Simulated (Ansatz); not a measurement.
# Cl₂FH₃SSi₂: one species, many methods

One table from this session's results is given with a row withheld; the runs are named, their logs left out.

Method: functionals in def2-TZVPP, the program's frozen cores in correlated methods; program: Ansatz 0.2.0, Gaussian basis.

Levels to be run: PBE-D4, r2SCAN-D4, PBE0-D4, B3LYP-D4, ωB97X-V, ωB97M-V, B2PLYP; CCSD(T)/def2-TZVPP; MP2/def2-QZVPP; extrapolation to the limit.

### The relaxed structure

The geometry comes from an earlier relaxation with PBE0-D4 in a triple-zeta def2 set; it is a stationary point, not always the lowest conformer.

SMILES `F[SiH](Cl)S[SiH2]Cl`, 9 atoms, charge 0, spin multiplicity 1.

Atoms are counted from 1 here; the program's logs count them from 0.

Bond lengths: F1–Si2 1.589 Å, Si2–Cl3 2.031 Å, Si2–S4 2.114 Å, Si2–H7 1.471 Å, S4–Si5 2.137 Å, Si5–Cl6 2.045 Å, Si5–H8 1.475 Å, Si5–H9 1.477 Å. Angles: F1–Si2–Cl3 107.1°, F1–Si2–S4 110.1°, F1–Si2–H7 109.3°, Cl3–Si2–S4 112.7°, Cl3–Si2–H7 109.1°, S4–Si2–H7 108.5°, Si2–S4–Si5 101.3°, S4–Si5–Cl6 112.3°, S4–Si5–H8 111.1°, S4–Si5–H9 104.1°, Cl6–Si5–H8 107.8°, Cl6–Si5–H9 109.0°, H8–Si5–H9 112.5°.

As a file:

```xyz
9
charge 0, multiplicity 1
F    -1.4224    1.3867    0.1732
Si   -0.3648    1.2469   -1.0043
Cl   -1.2561    0.1767   -2.4821
S     1.4017    0.3332   -0.2875
Si    0.6086   -1.0791    1.1060
Cl   -0.4860   -2.5442    0.1905
H    -0.0245    2.5841   -1.5154
H    -0.2615   -0.4167    2.0961
H     1.8050   -1.6876    1.7235
```

The first run:

in.yaml

```yaml
crystal:
  periodic: [false, false, false]
  atoms:
    - {symbol: F, position_ang: [-1.422436, 1.386746, 0.173202]}
    - {symbol: Si, position_ang: [-0.364777, 1.246897, -1.004328]}
    - {symbol: Cl, position_ang: [-1.256121, 0.176656, -2.482074]}
    - {symbol: S, position_ang: [1.401744, 0.333160, -0.287535]}
    - {symbol: Si, position_ang: [0.608631, -1.079086, 1.106022]}
    - {symbol: Cl, position_ang: [-0.486050, -2.544186, 0.190518]}
    - {symbol: H, position_ang: [-0.024505, 2.584135, -1.515364]}
    - {symbol: H, position_ang: [-0.261510, -0.416710, 2.096111]}
    - {symbol: H, position_ang: [1.805014, -1.687601, 1.723457]}
basis:
  gaussian: {orbitals: def2-TZVPP}
hamiltonian: {xc: pbe, dispersion: d4}
output: {forces: true, orbitals: {seedname: orbitals}}
```

Started as:

```
ansatz run in.yaml --threads 2 --pin off --events-out ev --progress --plain --max-ram 32768MiB --backend cuda --devices 0, --max-vram 18GiB
```

Among the steps run: PBE-D4 (GGA); r2SCAN-D4 (meta-GGA); PBE0-D4 (hybrid); B3LYP-D4 (hybrid); ωB97X-V (range-separated); ωB97M-V (range-separated); B2PLYP (double hybrid); CCSD(T) in def2-TZVPP; MP2 in def2-QZVPP.

One of the session's tables, all rows but one given; the rest of the session is left out.

| method | atomisation energy (kcal/mol) |
| --- | --- |
| PBE-D4 | 727.6 |
| r2SCAN-D4 | 729.0 |
| PBE0-D4 | 719.4 |
| B3LYP-D4 | 714.6 |
| ωB97X-V | ? |
| ωB97M-V | 729.1 |
| B2PLYP | 708.0 |
| HF/def2-TZVPP | 538.3 |
| MP2/def2-TZVPP | 722.1 |
| CCSD/def2-TZVPP | 687.6 |
| CCSD(T)/def2-TZVPP | 700.3 |
| MP2/CBS | 748.8 |
| CCSD(T)/CBS | 727.1 |

Estimate the missing values for ωB97X-V.

As computed: atomisation energy (kcal/mol): 730.8. In the column «atomisation energy (kcal/mol)» it lies between ωB97M-V (729.1) and MP2/CBS (748.8).

To keep in mind: Free atoms (1 F, 2 Si, 2 Cl, 1 S, 3 H) were run apart at each level; the atomisation energy is their sum less the molecule, without zero-point or spin-orbit terms.
